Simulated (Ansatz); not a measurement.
# SiGeF6: a ladder of functionals and wavefunction methods

An exercise on one series of results from a longer session: the logs are not shown, and one member is left open.

Method: functionals in def2-TZVPP, the program's frozen cores in correlated methods; program: Ansatz 0.2.0, Gaussian basis.

Levels to be run: LDA (SPW92), PBE-D4, revPBE-D4, BLYP-D4, r2SCAN-D4, B97M-V, PBE0-D4, B3LYP-D4, r2SCANh-D4, r2SCAN0-D4, HSE06-D4, BHLYP-D4, CAM-B3LYP-D4, LC-ωPBE, ωB97X-V, ωB97M-V, B2PLYP, PBE-QIDH; CCSD(T)/def2-SVP; MP2/def2-TZVPP; MP2/def2-QZVPP; RPA on PBE.

## The geometry

All runs share one geometry, relaxed beforehand with PBE0-D4 in a triple-zeta def2 set.

SMILES `F[Si](F)(F)[Ge]([F])([F])[F]`, 8 atoms, charge 0, spin multiplicity 1.

Atoms are counted from 1 here; the program's logs count them from 0.

Bond lengths: F1–Si2 1.568 Å, Si2–F3 1.568 Å, Si2–F4 1.568 Å, Si2–Ge5 2.381 Å, Ge5–F6 1.711 Å, Ge5–F7 1.711 Å, Ge5–F8 1.711 Å. Angles: F1–Si2–F3 109.4°, F1–Si2–F4 109.4°, F1–Si2–Ge5 109.5°, F3–Si2–F4 109.4°, F3–Si2–Ge5 109.5°, F4–Si2–Ge5 109.5°, Si2–Ge5–F6 112.6°, Si2–Ge5–F7 112.6°, Si2–Ge5–F8 112.6°, F6–Ge5–F7 106.2°, F6–Ge5–F8 106.2°, F7–Ge5–F8 106.2°.

Set-up of the first run:

in.yaml

```yaml
crystal:
  periodic: [false, false, false]
  atoms:
    - {symbol: F, position_ang: [0.726555, -1.659303, 1.426469]}
    - {symbol: Si, position_ang: [0.900728, -0.866614, 0.085320]}
    - {symbol: F, position_ang: [0.796989, -1.858881, -1.123825]}
    - {symbol: F, position_ang: [2.305514, -0.171121, 0.069775]}
    - {symbol: Ge, position_ang: [-0.806172, 0.783330, -0.091582]}
    - {symbol: F, position_ang: [-0.769486, 1.908069, 1.197433]}
    - {symbol: F, position_ang: [-0.684673, 1.701854, -1.530174]}
    - {symbol: F, position_ang: [-2.377354, 0.105566, -0.089116]}
basis:
  gaussian: {orbitals: def2-TZVPP}
hamiltonian: {xc: lda}
output: {orbitals: {seedname: orbitals}}
```

Launch:

```
$ ansatz run in.yaml --threads 8 --pin off --events-out ev --progress --plain --max-ram 18278MiB
```

Steps of the session up to this table: LDA; PBE-D4 (GGA); revPBE-D4 (GGA); BLYP-D4 (GGA); r2SCAN-D4 (meta-GGA); B97M-V (meta-GGA); PBE0-D4 (hybrid); B3LYP-D4 (hybrid); r2SCANh-D4 (hybrid); r2SCAN0-D4 (hybrid); HSE06-D4 (hybrid); BHLYP-D4 (hybrid); CAM-B3LYP-D4 (range-separated); LC-ωPBE (range-separated); ωB97X-V (range-separated); ωB97M-V (range-separated); B2PLYP (double hybrid); PBE-QIDH (double hybrid).

One table of the session follows, with a row left open; its other results are not shown here.

It belongs to the step «Frontier levels by functional». 

```
  functional  HOMO (eV)  gap (eV)
 LDA (SPW92)      -9.28      6.88
      PBE-D4      -9.02      6.99
   revPBE-D4      -8.92      7.05
     BLYP-D4      -8.94      6.98
   r2SCAN-D4      -9.43      7.61
      B97M-V      -9.51      7.63
     PBE0-D4     -10.62      9.39
    B3LYP-D4          ?         ?
  r2SCANh-D4     -10.02      8.49
  r2SCAN0-D4     -10.90      9.79
    HSE06-D4     -10.21      8.61
    BHLYP-D4     -12.15     11.78
CAM-B3LYP-D4     -12.05     11.85
     LC-ωPBE     -13.25     14.31
     ωB97X-V     -12.94     13.86
     ωB97M-V     -12.77     13.44
```

Estimate the missing values for B3LYP-D4.

Worked estimate for «HOMO (eV)». Against the share of exact exchange, BLYP-D4 (0, -8.94), BHLYP-D4 (0.5, -12.15) give a slope of -6.42 per unit share; at 0.2 the line stands at -10.22.

**Answer.** HOMO (eV): -10.40; gap (eV): 8.95. In «HOMO (eV)» the line misses by +0.18.
